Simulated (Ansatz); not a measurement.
**B2PbO (triplet): geometry and frequencies at several levels**

Wanted for B2PbO (triplet): geometry and frequencies at several levels. Spin multiplicity 3.

Method: the levels named in each step, in Ansatz 0.2.0.

**1. The starting structure**

Bond lengths: O1–B2 1.207 Å, B2–B3 1.581 Å, B3–Pb4 2.203 Å. Angles: O1–B2–B3 180.0°, B2–B3–Pb4 180.0°.

Structure file:

```xyz
4

O     0.0000    0.0000   -2.2464
B     0.0000    0.0000   -1.0397
B     0.0000    0.0000    0.5413
Pb    0.0000    0.0000    2.7447
```

**2. A rough first relaxation, PBE-D4/def2-SVP**

input.yaml

```yaml
crystal:
  periodic: [false, false, false]
  atoms:
    - { symbol: O, position_ang: [0.0, 0.0, -2.24639] }
    - { symbol: B, position_ang: [0.0, 0.0, -1.03969] }
    - { symbol: B, position_ang: [0.0, 0.0, 0.54135] }
    - { symbol: Pb, position_ang: [0.0, 0.0, 2.74473] }
magnetization:
  spin_polarized: true
  initial_magnetization: 2
basis:
  gaussian: { orbitals: def2-SVP }
hamiltonian:
  xc: pbe
  dispersion: d4
relax:
  f_tol: 0.03
  max_steps: 200
```

Launch:

```sh
> ansatz run input.yaml --threads 2 --pin off --max-ram 5120MiB --backend cpu --events-out ev --progress --plain --runs-dir out
```

Further steps of the session: Relaxation, HF/def2-SVP; Frequencies, HF/def2-SVP; Relaxation, LDA/def2-SVP; Frequencies, LDA/def2-SVP; Relaxation, PBE-D4/def2-SVP; Frequencies, PBE-D4/def2-SVP.

Q: Predict the outcome of this session. Wanted: O1–B2 at PBE-D4/def2-SVP; B2–B3 at PBE-D4/def2-SVP; B3–Pb4 at PBE-D4/def2-SVP; frequencies at PBE-D4/def2-SVP.

As calculated:

| quantity | value |
| --- | --- |
| O1–B2 at PBE-D4/def2-SVP | 1.225 Å |
| B2–B3 at PBE-D4/def2-SVP | 1.646 Å |
| B3–Pb4 at PBE-D4/def2-SVP | 2.237 Å |
| frequencies at PBE-D4/def2-SVP | 99 to 1909 cm⁻¹ |

**Reading.** The O–B distance spreads over 0.035 Å, from HF/def2-SVP (shortest) to PBE-D4/def2-SVP. No mode is imaginary, so the geometry is a minimum. Heavy atoms carry effective core potentials in def2 sets, and spin-orbit coupling is left out.
